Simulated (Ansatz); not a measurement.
# CH7AlO2Si: up Jacob's ladder to CCSD(T)

One table from this session's results is given with a row withheld; the runs are named, their logs left out.

Computed with Ansatz 0.2.0, Gaussian basis. Level: functionals in def2-TZVPP, the program's frozen cores in correlated methods.

The runs, in order: PBE-D4, r2SCAN-D4, PBE0-D4, B3LYP-D4, ωB97X-V, ωB97M-V, B2PLYP; CCSD(T)/def2-TZVPP; MP2/def2-QZVPP; extrapolation to the limit.

## The geometry

The geometry comes from an earlier relaxation with PBE0-D4 in a triple-zeta def2 set; it is a stationary point, not always the lowest conformer.

SMILES `[CH3][AlH][O][SiH2]O`, 12 atoms, charge 0, spin multiplicity 1.

Atoms are counted from 1 here; the program's logs count them from 0.

Bond lengths: C1–Al2 1.941 Å, C1–H6 1.092 Å, C1–H7 1.096 Å, C1–H8 1.094 Å, Al2–O3 1.689 Å, Al2–H9 1.584 Å, O3–Si4 1.616 Å, Si4–O5 1.643 Å, Si4–H10 1.480 Å, Si4–H11 1.488 Å, O5–H12 0.958 Å. Angles: Al2–C1–H6 112.4°, Al2–C1–H7 110.5°, Al2–C1–H8 111.3°, H6–C1–H7 107.6°, H6–C1–H8 108.4°, H7–C1–H8 106.4°, C1–Al2–O3 119.7°, C1–Al2–H9 123.8°, O3–Al2–H9 116.5°, Al2–O3–Si4 171.9°, O3–Si4–O5 112.7°, O3–Si4–H10 110.3°, O3–Si4–H11 107.8°, O5–Si4–H10 104.5°, O5–Si4–H11 110.1°, H10–Si4–H11 111.5°, Si4–O5–H12 117.7°.

Set-up of the first run:

in.yaml

```yaml
crystal:
  periodic: [false, false, false]
  atoms:
    - {symbol: C, position_ang: [-2.508813, -0.005073, -0.729921]}
    - {symbol: Al, position_ang: [-0.641760, 0.460845, -0.983161]}
    - {symbol: O, position_ang: [0.477785, 0.124876, 0.235615]}
    - {symbol: Si, position_ang: [1.676805, -0.290519, 1.236437]}
    - {symbol: O, position_ang: [3.070567, -0.647440, 0.443245]}
    - {symbol: H, position_ang: [-2.657039, -0.690637, 0.107526]}
    - {symbol: H, position_ang: [-3.104445, 0.892964, -0.531338]}
    - {symbol: H, position_ang: [-2.930522, -0.463484, -1.629597]}
    - {symbol: H, position_ang: [-0.081583, 1.182440, -2.276849]}
    - {symbol: H, position_ang: [1.333169, -1.535818, 1.959567]}
    - {symbol: H, position_ang: [1.898513, 0.842573, 2.174636]}
    - {symbol: H, position_ang: [3.544422, 0.074173, 0.028039]}
basis:
  gaussian: {orbitals: def2-TZVPP}
hamiltonian: {xc: pbe, dispersion: d4}
output: {forces: true, orbitals: {seedname: orbitals}}
```

Command:

```sh
$ ansatz run in.yaml --threads 4 --pin off --events-out ev --progress --plain --max-ram 10444MiB
```

Among the steps run: PBE-D4 (GGA); r2SCAN-D4 (meta-GGA); PBE0-D4 (hybrid); B3LYP-D4 (hybrid); ωB97X-V (range-separated); ωB97M-V (range-separated); B2PLYP (double hybrid); CCSD(T) in def2-TZVPP; MP2 in def2-QZVPP.

One of the session's tables, all rows but one given; the rest of the session is left out.

It belongs to the step «Atomisation energies». 

| method | atomisation energy (kcal/mol) |
| --- | --- |
| PBE-D4 | 1050.6 |
| r2SCAN-D4 | 1052.3 |
| PBE0-D4 | 1037.1 |
| B3LYP-D4 | 1047.4 |
| ωB97X-V | 1053.7 |
| ωB97M-V | 1053.7 |
| B2PLYP | 1040.3 |
| HF/def2-TZVPP | 785.0 |
| MP2/def2-TZVPP | 1044.3 |
| CCSD/def2-TZVPP | 1015.4 |
| CCSD(T)/def2-TZVPP | 1027.6 |
| MP2/CBS | 1072.9 |
| CCSD(T)/CBS | ? |

**Question.** Estimate the row for CCSD(T)/CBS.

As computed: atomisation energy (kcal/mol): 1056.2. In the column «atomisation energy (kcal/mol)» it lies between ωB97M-V (1053.7) and MP2/CBS (1072.9).
